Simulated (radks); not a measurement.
# Sm³⁺ in [Xe] 4f5: an all-electron calculation

What are the levels of the samarium ion Sm3+, how large are its shells, and how does its energy divide?

The numbers are computed with radks (a radial shooting solver on a logarithmic mesh, Libxc functionals) version 1 (scalar-relativistic Kohn-Sham, LDA (Slater exchange, Perdew-Zunger correlation), spin-unpolarised, spherical densities, point nucleus), except any that are marked as measured or tabulated.

## Step 1: The atom as given

```
element       : samarium (Z = 62)
charge        : +3
electrons     : 59
configuration : [Xe] 4f5
```

The outer shells:

Sm³⁺
```
[Xe] core
4f [↑ ][↑ ][↑ ][↑ ][↑ ][  ][  ]
```

## Step 2: The run

The run's settings:

```text
Z 62
configuration [Xe] 4f5
relativity scalar-relativistic
functional lda,pz
spin unpolarised
nucleus point
c 137.035999084
```

Q: Predict the outcome of this run.

The runs gave:

| quantity | value |
| --- | --- |
| total energy | -10418.4710 hartree |
| exchange-correlation share of it | 2.18 % |
| −T/E | 1.0688 |
| highest occupied level | 4f, -32.753 eV |
| most extended occupied level | 5p, <r> = 1.58 bohr |
| radius at density 0.001 e/bohr³ | 3.31 bohr |
| maxima of the radial density | 4 |
| ionisation energy, NIST | 41.6 (semi-emp.) eV |

The radial density shows 4 maxima for 5 occupied principal shells; where shells overlap, one shows as a shoulder or not at all. Relativity lifts −T/E to 1.069. The top level binds by 32.753 eV, 79 % of the NIST ionisation energy of 41.6 eV; the potential of a semilocal functional falls off too fast, so its top eigenvalue is too shallow. Spin polarisation and multiplet splitting are left out. Spin-orbit splitting is averaged out at the scalar-relativistic level.
